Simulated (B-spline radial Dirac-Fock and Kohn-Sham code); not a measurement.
**Inner shells of Sc³⁺, part 1 of 2**

Wanted for the Sc³⁺ ion: its X-ray form factor and Compton profile, the binding energy of each subshell, how cheaper methods do for the levels, its photoionisation cross sections, the widths and yields of its core holes and its two-hole states.

Program: B-spline radial Dirac-Fock and Kohn-Sham code, version 2. Model: a free atom or ion on a radial basis; each step names its model. All values are calculated, but those marked as tabulated.

## 1. The atom as given

Sc³⁺ in the configuration [Ne] 3s2 3p6.

```yaml
nuclear_charge: 21
electrons: 18
mass_number: 45
nuclear_rms_radius: 3.5459 fm
```

## 2. Scattering by the electron cloud

Model: Dirac-Fock average of configuration, finite nucleus; form factor of the spherical density, Waller-Hartree incoherent function, impulse-approximation Compton profiles.

Recorded inputs:

```ini
task = scatter
Z = 21
charge = 3
configuration = 1s2 2s2 2p6 3s2 3p6
mass_number = 45
rms_radius = 3.5459  # fm
s = [0.0, 0.05, 0.1, 0.15, 0.2, 0.25, 0.3, 0.35, 0.4, 0.45, 0.5, 0.6, 0.7, 0.8, 0.9, 1.0, 1.1, 1.2, 1.4, 1.6, 1.8, 2.0, 2.5, 3.0, 3.5, 4.0, 5.0, 6.0]  # 1/A
pz = [0, 0.1, 0.14, 0.21, 0.3, 0.43, 0.62, 0.89, 1.3, 1.8, 2.6, 3.8, 5.5, 7.8, 11.0, 16.0, 23.0, 34.0, 48.0, 70.0, 100.0]  # a.u.
photon_energy = [1000, 2000, 10000, 17479.3, 20000, 30000, 100000, 200000]  # eV
```

The program writes no log. Results of the run, from its result record (rounded, main fields):

```text
{
  "status": "converged",
  "form_factor [e]": [18.0, 17.772, 17.12, 16.134, 14.935, 13.651, 12.394, 11.24, 10.235, 9.3912, 8.7008, 7.6904, 7.0014, 6.4651, 5.9826, 5.5112, 5.0422, 4.5824, 3.734, 3.0314, 2.4909, 2.0947, 1.5344, 1.2795, 1.1246, 0.99761, 0.76903, 0.57617],
  "incoherent": [-4.178e-12, 0.26502, 0.99509, 2.0301, 3.1909, 4.3429, 5.4141, 6.3798, 7.238, 7.9935, 8.6538, 9.7294, 10.565, 11.26, 11.878, 12.445, 12.969, 13.448, 14.265, 14.904, 15.392, 15.763, 16.382, 16.781, 17.08, 17.314, 17.631, 17.806],
  "compton_total [1/a.u.]": [3.5661, 3.5575, 3.5492, 3.5279, 3.4875, 3.4027, 3.2218, 2.8622, 2.2048, 1.5074, 0.91323, 0.60239, 0.36915, 0.18589, 0.081608, 0.02991, 0.0093476, 0.001972, 0.00039336, 5.7082e-05, 8.5931e-06],
  "shells": ["1s1/2", "2s1/2", "2p1/2", "2p3/2", "3s1/2", "3p1/2", "3p3/2"],
  "occupation": [2.0, 2.0, 2.0, 4.0, 2.0, 2.0, 4.0],
  "mean_momentum [a.u.]": [17.622, 5.6185, 7.5514, 7.4883, 2.2117, 2.5358, 2.5208],
  "r2 [bohr^2]": 12.533,
  "r_inverse [1/bohr]": 85.272,
  "r1 [bohr]": 11.582,
  "coherent [b]": [208.58, 190.26, 63.999, 33.807, 28.054, 15.195, 1.9969, 0.5419],
  "incoherent_cross_section [b]": [0.22418, 0.80014, 5.2908, 7.0138, 7.3868, 8.2603, 8.3794, 7.1682]
}
```

Form factor and incoherent function, every second point:

| s (1/Å) | f (e) | f / N | S(s) | f, tabulated |
| --- | --- | --- | --- | --- |
| 0 | 18.00 | 1.000 | 0 | 18.00 |
| 0.100 | 17.12 | 0.951 | 0.9951 | 17.12 |
| 0.200 | 14.93 | 0.830 | 3.191 | 14.92 |
| 0.300 | 12.39 | 0.689 | 5.414 | 12.38 |
| 0.400 | 10.24 | 0.569 | 7.238 | 10.21 |
| 0.500 | 8.701 | 0.483 | 8.654 | 8.674 |
| 0.700 | 7.001 | 0.389 | 10.57 | 6.994 |
| 0.900 | 5.983 | 0.332 | 11.88 | 5.957 |
| 1.10 | 5.042 | 0.280 | 12.97 | 5.000 |
| 1.40 | 3.734 | 0.207 | 14.27 | 3.718 |
| 1.80 | 2.491 | 0.138 | 15.39 | 2.486 |
| 2.50 | 1.534 | 0.085 | 16.38 | 1.511 |
| 3.50 | 1.125 | 0.062 | 17.08 | 1.127 |
| 5.00 | 0.7690 | 0.043 | 17.63 | 0.7747 |

Tabulated: Waasmaier and Kirfel, Acta Cryst. A51, 416 (1995).

## 3. Core and valence levels

Model: Dirac-Fock average of configuration, Delta-SCF, finite nucleus, first-order Breit with its frequency dependence, self-energy and vacuum polarisation.

Recorded inputs:

```ini
task = binding
```

The program writes no log. Results of the run, from its result record (rounded, main fields):

```text
{
  "status": "converged",
  "shells": ["K", "L1", "L2", "L3", "M1", "M2", "M3"],
  "total_energy_parts [Ha]": [-761.859776, 0.246404022, -0.0202749992, -0.000372904186, 0.161251099, -0.0120922569],
  "koopmans [eV]": [4573.59, 557.327, 463.091, 458.338, 101.762, 74.0146, 73.4366],
  "dirac_coulomb [eV]": [4542.22, 548.125, 452.592, 447.957, 100.58, 72.8765, 72.3185],
  "gaunt [eV]": [-4.11461, -0.211283, -0.410009, -0.263019, -0.0177436, -0.0358929, -0.0175649],
  "retardation [eV]": [0.222208, -3.47747e-05, 0.0398517, 0.0398552, -0.000231853, 0.00414459, 0.00415161],
  "breit_frequency [eV]": [0.00395791, -0.000845191, -0.000325247, 0.00172082, -0.000145057, -8.69757e-05, 0.000173135],
  "self_energy [eV]": [-1.86347, -0.167663, 0.0287605, 0.0170564, -0.0227464, 0.00415317, 0.00273183],
  "vacuum_polarisation [eV]": [0.141753, 0.0120315, -0.00160422, -0.0016268, 0.00160038, -0.000241877, -0.000244888],
  "binding [eV]": [4536.61, 547.757, 452.249, 447.751, 100.541, 72.8485, 72.3078],
  "mean_radius [bohr]": [0.0729787, 0.340503, 0.30435, 0.306854, 1.05646, 1.13001, 1.13655]
}
```

total_energy_parts: Dirac-Coulomb, Gaunt, retardation, frequency dependence, self-energy, vacuum polarisation. 

The binding energies by parts, in eV; the parts add up.

| level | -ε | relaxation | Breit | QED | binding |
| --- | --- | --- | --- | --- | --- |
| 1s | 4573.6 | -31.36 | -3.89 | -1.72 | 4536.6 |
| 2s | 557.3 | -9.20 | -0.21 | -0.16 | 547.8 |
| 2p1/2 | 463.1 | -10.50 | -0.37 | 0.03 | 452.2 |
| 2p3/2 | 458.3 | -10.38 | -0.22 | 0.02 | 447.8 |
| 3s | 101.8 | -1.18 | -0.02 | -0.02 | 100.5 |
| 3p1/2 | 74.01 | -1.14 | -0.03 | 0.00 | 72.85 |
| 3p3/2 | 73.44 | -1.12 | -0.01 | 0.00 | 72.31 |

X-ray lines as differences of these levels:

| line | energy (eV) |
| --- | --- |
| Kβ1 (K-M3) | 4464.3 |
| Kβ3 (K-M2) | 4463.8 |
| Kα1 (K-L3) | 4088.9 |
| Kα2 (K-L2) | 4084.4 |
| Lβ3 (L1-M3) | 475.4 |
| Lβ4 (L1-M2) | 474.9 |
| Lη (L2-M1) | 351.7 |
| Lℓ (L3-M1) | 347.2 |

## 4. The levels by Dirac LDA

Model: Dirac-Kohn-Sham LDA (Slater exchange, VWN correlation), finite nucleus, spherical and without spin polarisation.

The run's settings:

```ini
task = binding-ladder
method = lda,vwn
relativity = dirac
```

The program writes no log. Results of the run, from its result record (rounded, main fields):

```text
{
  "status": "converged",
  "shells": ["K", "L1", "L2", "L3", "M1", "M2", "M3"],
  "minus_eigenvalue [eV]": [4417.12, 506.194, 424.289, 419.663, 86.1989, 65.0062, 64.4552],
  "delta_scf [eV]": [4543.36, 531.29, 452.714, 447.856, 95.9438, 74.3282, 73.7324],
  "total_energy [Ha]": -760.674283,
  "dirac_fock_binding [eV]": [4536.61, 547.757, 452.249, 447.751, 100.541, 72.8485, 72.3078]
}
```

Beside the Dirac-Fock ΔSCF result with Breit and QED, in eV:

| level | -ε | miss | ΔSCF | miss | Dirac-Fock |
| --- | --- | --- | --- | --- | --- |
| K | 4417.1 | -119.5 | 4543.4 | +6.8 | 4536.6 |
| L1 | 506.2 | -41.6 | 531.3 | -16.5 | 547.8 |
| L2 | 424.3 | -28.0 | 452.7 | +0.5 | 452.2 |
| L3 | 419.7 | -28.1 | 447.9 | +0.1 | 447.8 |
| M1 | 86.20 | -14.3 | 95.94 | -4.6 | 100.5 |
| M2 | 65.01 | -7.8 | 74.33 | +1.5 | 72.85 |
| M3 | 64.46 | -7.9 | 73.73 | +1.4 | 72.31 |

## 5. Subshell cross sections

Model: independent-particle photoionisation: Dirac-Hartree-Slater potential of the initial state with a Latter tail for bound and continuum orbitals, all multipoles in the length form, thresholds from Dirac-Fock Delta-SCF.

The run's settings:

```ini
task = photo
photon_energy = [40.81, 60, 100, 150, 1220.0, 2000, 2450.0, 5870.0, 18000.0, 22162.9, 32700.0, 100000, 114000.0, 139000.0, 173000.0, 200000]  # eV
```

The program writes no log. Results of the run, from its result record (rounded, main fields):

```text
{
  "status": "converged",
  "shells": ["K", "L1", "L2", "L3", "M1", "M2", "M3"],
  "occupation": [2.0, 2.0, 2.0, 4.0, 2.0, 2.0, 4.0],
  "threshold [eV]": [4536.61, 547.757, 452.249, 447.751, 100.541, 72.8485, 72.3078],
  "sigma [Mb]": [
    ["K", "-", "-", "-", "-", "-", "-", "-", 0.0282, 0.00126, 0.000684, 0.000214, 6.73e-06, 4.46e-06, 2.4e-06, 1.21e-06, 7.75e-07],
    ["L1", "-", "-", "-", "-", 0.0601, 0.0225, 0.0146, 0.00189, 9.57e-05, 5.29e-05, 1.7e-05, 5.66e-07, 3.77e-07, 2.04e-07, 1.03e-07, 6.63e-08],
    ["L2", "-", "-", "-", "-", 0.0528, 0.0123, 0.00655, 0.000374, 6.79e-06, 3.12e-06, 7.21e-07, 1.03e-08, 6.29e-09, 3.03e-09, 1.37e-09, 8.19e-10],
    ["L3", "-", "-", "-", "-", 0.103, 0.0237, 0.0126, 0.00071, 1.25e-05, 5.7e-06, 1.29e-06, 1.7e-08, 1.03e-08, 4.89e-09, 2.18e-09, 1.28e-09],
    ["M1", "-", "-", "-", 0.323, 0.00886, 0.00319, 0.00205, 0.000263, 1.34e-05, 7.43e-06, 2.4e-06, 8.02e-08, 5.34e-08, 2.89e-08, 1.47e-08, 9.41e-09],
    ["M2", "-", "-", 0.478, 0.41, 0.00551, 0.00139, 0.000762, 4.68e-05, 8.96e-07, 4.13e-07, 9.63e-08, 1.39e-09, 8.52e-10, 4.11e-10, 1.86e-10, 1.11e-10],
    ["M3", "-", "-", 0.99, 0.832, 0.0107, 0.00268, 0.00147, 8.9e-05, 1.65e-06, 7.57e-07, 1.73e-07, 2.31e-09, 1.4e-09, 6.64e-10, 2.96e-10, 1.75e-10]
  ],
  "beta_dipole": [
    ["K", "-", "-", "-", "-", "-", "-", "-", 2.0, 2.0, 2.0, 2.0, 1.97, 1.97, 1.95, 1.92, 1.88],
    ["L1", "-", "-", "-", "-", 2.0, 2.0, 2.0, 2.0, 2.0, 2.0, 2.0, 1.97, 1.96, 1.95, 1.91, 1.88],
    ["L2", "-", "-", "-", "-", 1.43, 1.28, 1.19, 0.785, 0.35, 0.289, 0.191, -0.0826, -0.118, -0.178, -0.257, -0.314],
    ["L3", "-", "-", "-", "-", 1.44, 1.28, 1.2, 0.776, 0.298, 0.223, 0.0947, -0.333, -0.393, -0.491, -0.606, -0.682],
    ["M1", "-", "-", "-", 2.0, 2.0, 2.0, 2.0, 2.0, 2.0, 2.0, 2.0, 1.97, 1.96, 1.95, 1.91, 1.88],
    ["M2", "-", "-", 0.823, 1.38, 1.4, 1.22, 1.13, 0.745, 0.334, 0.275, 0.185, -0.0843, -0.119, -0.179, -0.258, -0.315],
    ["M3", "-", "-", 0.835, 1.38, 1.41, 1.22, 1.14, 0.735, 0.28, 0.208, 0.0877, -0.336, -0.394, -0.492, -0.608, -0.683]
  ]
}
```

Rows start with the subshell; columns follow the photon energies; blanks lie below or just at threshold.

Summed over subshells:

| hν (eV) | total (kb) | K (%) | L (%) | M (%) |
| --- | --- | --- | --- | --- |
| 100.00 | 1470 | - | - | 100.0 |
| 150.00 | 1560 | - | - | 100.0 |
| 1220.0 | 241 | - | 89.6 | 10.4 |
| 2000.0 | 65.8 | - | 89.0 | 11.0 |
| 2450.0 | 38.1 | - | 88.7 | 11.3 |
| 5870.0 | 31.5 | 89.3 | 9.4 | 1.3 |
| 18000 | 1.39 | 90.6 | 8.3 | 1.1 |
| 22163 | 0.754 | 90.7 | 8.2 | 1.1 |
| 32700 | 0.235 | 90.8 | 8.1 | 1.1 |
| 100000 | 0.00741 | 90.9 | 8.0 | 1.1 |
| 114000 | 0.00491 | 90.9 | 8.0 | 1.1 |
| 139000 | 0.00264 | 90.9 | 8.0 | 1.1 |
| 173000 | 0.00134 | 90.8 | 8.0 | 1.1 |
| 200000 | 8.53e-04 | 90.8 | 8.0 | 1.1 |

(Continued in part 2 of 2.)
